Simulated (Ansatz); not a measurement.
# IO radical: one species, many methods

Aim: compute IO radical with functionals from several rungs and with coupled cluster. The yardstick is the atomisation energy at the CCSD(T) limit.

Computed with Ansatz 0.2.0, Gaussian basis. Level: functionals in def2-TZVPP, the program's frozen cores in correlated methods.

Plan: LDA (SPW92), PBE-D4, revPBE-D4, BLYP-D4, r2SCAN-D4, B97M-V, PBE0-D4, B3LYP-D4, r2SCANh-D4, r2SCAN0-D4, HSE06-D4, BHLYP-D4, CAM-B3LYP-D4, LC-ωPBE, ωB97X-V, ωB97M-V, B2PLYP, PBE-QIDH; CCSD(T)/def2-SVP; CCSD(T)/def2-TZVPP; CCSD(T)/def2-QZVPP; extrapolation to the limit; RPA on PBE.

## Step 1: Structure used throughout

An earlier PBE0-D4 in a triple-zeta def2 set relaxation fixed the geometry. I takes the def2 core potential; no spin-orbit term is included.

SMILES `[O]I`, 2 atoms, charge 0, spin multiplicity 2.

Atoms are counted from 1 here; the program's logs count them from 0.

Bond lengths: O1–I2 1.867 Å.

## Step 2: LDA

This LDA is Slater exchange with PW92 correlation.

The input, in.yaml:

```yaml
crystal:
  periodic: [false, false, false]
  atoms:
    - {symbol: O, position_ang: [0.796520, -0.265007, 0.408441]}
    - {symbol: I, position_ang: [-0.796520, 0.265007, -0.408441]}
basis:
  gaussian: {orbitals: def2-TZVPP}
magnetization: {spin_polarized: true, initial_magnetization: 1}
hamiltonian: {xc: lda}
output: {orbitals: {seedname: orbitals}}
```

Run with:

```sh
$ ansatz run in.yaml --threads 2 --pin off --events-out ev --progress --plain --max-ram 32768MiB --backend cpu
```

After this run come: PBE-D4 (GGA); revPBE-D4 (GGA); BLYP-D4 (GGA); r2SCAN-D4 (meta-GGA); B97M-V (meta-GGA); PBE0-D4 (hybrid); B3LYP-D4 (hybrid); r2SCANh-D4 (hybrid); r2SCAN0-D4 (hybrid); HSE06-D4 (hybrid); BHLYP-D4 (hybrid); CAM-B3LYP-D4 (range-separated); LC-ωPBE (range-separated); ωB97X-V (range-separated); ωB97M-V (range-separated); B2PLYP (double hybrid); PBE-QIDH (double hybrid); CCSD(T) in def2-SVP; CCSD(T) in def2-TZVPP; CCSD(T) in def2-QZVPP; RPA on PBE orbitals.

Q: Predict the results of all the runs planned. Wanted: atomisation energy, CCSD(T)/CBS; farthest beyond LDA; mean size of error, GGA; mean size of error, meta-GGA; mean size of error, hybrid; mean size of error, range-separated; mean size of error, double hybrid; gap, smallest and largest; T1 diagnostic.

The runs gave:

```
                               quantity                                      value
        atomisation energy, CCSD(T)/CBS                               246.4 kJ/mol
  functionals within 2.5 kJ/mol (1.0 %)       none; nearest B3LYP-D4 (+2.6 kJ/mol)
                    farthest beyond LDA                    BHLYP-D4 (-69.3 kJ/mol)
                mean size of error, GGA                                48.8 kJ/mol
           mean size of error, meta-GGA                                13.8 kJ/mol
             mean size of error, hybrid                                20.2 kJ/mol
    mean size of error, range-separated                                15.3 kJ/mol
      mean size of error, double hybrid                                27.9 kJ/mol
              gap, smallest and largest  -0.07 eV (LDA (SPW92)), 7.86 eV (LC-ωPBE)
                          T1 diagnostic                                     0.0427
triples share of the correlation energy                                      2.8 %
```

What this shows: LDA overbinds by 146.5 kJ/mol (59 %). PBE-D4 is off by +62.3 kJ/mol. Double hybrids carry the basis error of their MP2 part in triple zeta, and no dispersion term here, so their miss is partly the set-up's. Taken by rung, meta-GGA functionals do best (13.8 kJ/mol on average) and GGA ones worst beyond LDA (48.8 kJ/mol). The gap between the best rungs is small, so their order is not settled. RPA and LDA stand outside this count. Misses under about 2.5 kJ/mol are within the doubt on the reference itself, which lacks core-valence correlation, spin-orbit coupling and higher excitations, and its outer-core shells are covered unevenly. All levels share the lack of spin-orbit coupling, which lowers the free heavy atoms and so the true binding. Hartree-Fock recovers -2 % of the binding; the rest is correlation. CCSD(T) in def2-SVP is off by -104.0 kJ/mol, worse than the median functional, from the basis alone. Orbital gaps span -0.1 to 7.9 eV; exact exchange widens them. A negative gap means that an empty level lies below a filled one: whole occupations of an open shell aren't an aufbau state there. Correlated methods include outer-core shells of I, which these sets cover unevenly.
